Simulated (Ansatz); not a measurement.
# C3H10BNSn: the cost of one run

Program: Ansatz 0.2.0. Level of theory: RKS B3LYP-D4/def2-SVP. These are calculated values, not measurements.

**1. The starting structure**

Bond lengths (14 of 15 bonds, heavy atoms first): C1–C2 1.272 Å, C2–B3 1.550 Å, B3–C4 1.678 Å, B3–Sn5 2.219 Å, Sn5–N6 2.061 Å, C1–H7 1.131 Å, C1–H8 1.064 Å, C2–H9 1.057 Å, C4–H10 1.083 Å, C4–H11 1.135 Å, C4–H12 1.071 Å, Sn5–H13 1.713 Å, Sn5–H14 1.797 Å, N6–H15 1.048 Å. Angles (14 of 24 angles, heavy atoms first): C1–C2–B3 122.8°, C2–B3–C4 120.6°, C2–B3–Sn5 123.7°, C4–B3–Sn5 115.7°, B3–Sn5–N6 109.7°, C1–C2–H9 119.0°, B3–C2–H9 118.2°, C2–C1–H7 122.2°, C2–C1–H8 123.0°, B3–C4–H10 105.4°, B3–C4–H11 104.3°, B3–C4–H12 110.1°, B3–Sn5–H13 111.8°, B3–Sn5–H14 109.2°.

As a file:

```xyz
16

C    -2.0734   -0.9045    0.0218
C    -0.9173   -1.4207   -0.0983
B     0.3884   -0.6220    0.1432
C     1.8829   -1.3773    0.0409
Sn    0.4334    1.5383    0.6466
N    -0.3937    2.6283   -0.8945
H    -2.2232    0.1840    0.2887
H    -2.9703   -1.4392   -0.1828
H    -0.8376   -2.4497   -0.3258
H     1.9243   -1.8005   -0.9552
H     1.8266   -2.2157    0.8036
H     2.6641   -0.6803    0.2664
H     2.0328    2.0976    0.9019
H    -0.5327    1.8186    2.1359
H     0.1342    2.3279   -1.7485
H    -1.3614    2.2927   -0.9995
```

**2. End point A**

File input.yaml:

```yaml
crystal:
  periodic: [false, false, false]
  atoms:
    - { symbol: C, position_ang: [-2.0734, -0.9045, 0.0218] }
    - { symbol: C, position_ang: [-0.9173, -1.4207, -0.0983] }
    - { symbol: B, position_ang: [0.3884, -0.622, 0.1432] }
    - { symbol: C, position_ang: [1.8829, -1.3773, 0.0409] }
    - { symbol: Sn, position_ang: [0.4334, 1.5383, 0.6466] }
    - { symbol: "N", position_ang: [-0.3937, 2.6283, -0.8945] }
    - { symbol: H, position_ang: [-2.2232, 0.184, 0.2887] }
    - { symbol: H, position_ang: [-2.9703, -1.4392, -0.1828] }
    - { symbol: H, position_ang: [-0.8376, -2.4497, -0.3258] }
    - { symbol: H, position_ang: [1.9243, -1.8005, -0.9552] }
    - { symbol: H, position_ang: [1.8266, -2.2157, 0.8036] }
    - { symbol: H, position_ang: [2.6641, -0.6803, 0.2664] }
    - { symbol: H, position_ang: [2.0328, 2.0976, 0.9019] }
    - { symbol: H, position_ang: [-0.5327, 1.8186, 2.1359] }
    - { symbol: H, position_ang: [0.1342, 2.3279, -1.7485] }
    - { symbol: H, position_ang: [-1.3614, 2.2927, -0.9995] }
basis:
  gaussian: { orbitals: def2-SVP }
hamiltonian:
  xc: b3lyp
  dispersion: d4
relax:
  f_tol: 0.015
  max_steps: 40
```

On the command line:

```console
$ ansatz run input.yaml --threads 2 --pin off --max-ram 3072MiB --backend cpu --events-out ev --progress --plain --runs-dir out
```

What time and memory should one allow on 2 threads of Arm Neoverse V2, shared host?

About 3.7 min, with a peak of 0.46 GiB.
